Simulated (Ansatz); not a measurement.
# Ti2SnC: properties at the relaxed cell

An exercise on one series of results from a longer session: the logs are not shown, and one member is left open.

Computed with Ansatz 0.2.0 (DFT PBEsol, scalar-relativistic, plane waves, PAW, unless a step's input says otherwise).

1 further run of the same task is left out (set aside as unsound or not needed).

## The starting structure

The structure is hexagonal, space group P6_3/mmc (No. 194). Conventional cell: a = 3.140 Å, b = 3.140 Å, c = 13.629 Å, α = 90.00°, β = 90.00°, γ = 120.00°. Around Ti (site symmetry 3m) lie 3 C at 2.12 Å. Sn (site symmetry -6m2) is surrounded by 6 Ti at 2.93 Å and 6 Sn at 3.14 Å. Around C (site symmetry -3m) lie 6 Ti at 2.12 Å.

As a file:

```
Ti Sn C
1.0
     3.13957    0.00000    0.00000
    -1.56978    2.71894    0.00000
     0.00000    0.00000   13.62890
Ti Sn C
4 2 2
Direct
  0.33333 0.66667 0.08111
  0.33333 0.66667 0.41889
  0.66667 0.33333 0.58111
  0.66667 0.33333 0.91889
  0.33333 0.66667 0.75000
  0.66667 0.33333 0.25000
  0.00000 0.00000 0.00000
  0.00000 0.00000 0.50000
```

It goes back to an entry of the Materials Project, which need not be the stable form.

This cell was relaxed beforehand with the same method: volume 14.54 Å³/atom, gap on the mesh none (metal).

The first run:

input.yaml

```yaml
crystal:
  lattice:
    - [3.139566607, 0.0, 0.0]
    - [-1.5697833035, 2.7189444386, 0.0]
    - [0.0, 0.0, 13.6289041388]
  atoms:
    - { symbol: Ti, position: [0.3333333333, 0.6666666667, 0.0811081362] }
    - { symbol: Ti, position: [0.3333333333, 0.6666666667, 0.4188918638] }
    - { symbol: Ti, position: [0.6666666667, 0.3333333333, 0.5811081362] }
    - { symbol: Ti, position: [0.6666666667, 0.3333333333, 0.9188918638] }
    - { symbol: Sn, position: [0.3333333333, 0.6666666667, 0.75] }
    - { symbol: Sn, position: [0.6666666667, 0.3333333333, 0.25] }
    - { symbol: C, position: [0.0, 0.0, 0.0] }
    - { symbol: C, position: [0.0, 0.0, 0.5] }
basis:
  ecutwfc: 420
kpoints:
  mp_grid: { grid: [12, 12, 4] }
  band_path:
    path:
      - [[0.0, 0.0, 0.0], [0.5, 0.0, 0.0], [0.33333333, 0.33333333, 0.0], [0.0, 0.0, 0.0], [0.0, 0.0, 0.5], [0.5, 0.0, 0.5], [0.33333333, 0.33333333, 0.5], [0.0, 0.0, 0.5]]
      - [[0.5, 0.0, 0.5], [0.5, 0.0, 0.0]]
      - [[0.33333333, 0.33333333, 0.5], [0.33333333, 0.33333333, 0.0]]
    npoints: 14
hamiltonian:
  xc: pbesol
scf:
  occupations: { method: gaussian, width: 0.1 }
  n_extra_bands: 20
output:
  forces: true
  stress: true
  eigenvalues: true
  populations: true
  dos: { projected: true, de: 0.02, nscf_kmesh: { grid: [18, 18, 6] } }
  bader: true
  write_density: true
  write_potential: true
  elf: true
  volumetric_format: npy
```

On the command line:

```
ansatz run input.yaml --threads 2 --pin off --max-ram 5120MiB --backend cpu --events-out ev --progress --plain --runs-dir out
```

Among the steps run: Bands, states and charges; Volume × 0.97; Point at V/V0 = 1.03; Volume × 0.94; Volume × 1.06.

One table of the session follows, with a row left open; its other results are not shown here.

It belongs to the step «Energy against volume». 

```
volume (Å³/atom)  energy above the lowest point (meV/atom)  pressure (GPa)
          13.670                                      27.0           10.56
          14.106                                       6.3            4.83
          14.543                                       0.0           -0.02
          14.979                                         ?               ?
          15.415                                      21.8           -7.49
```

Estimate the missing values for volume (Å³/atom) = 14.979.

Worked estimate for «energy above the lowest point (meV/atom)». A straight line through the neighbours (14.543, 0.0) and (15.415, 21.8) gives 0.0 + (21.8 − 0.0) × (14.979 − 14.543) / (15.415 − 14.543) = 10.9; a parabola fitted to 3 rows on both sides gives 5.2.

**Answer.** energy above the lowest point (meV/atom): 5.8; pressure (GPa): -4.09. In «energy above the lowest point (meV/atom)» the line misses by +5.1 and the parabola by -0.6.
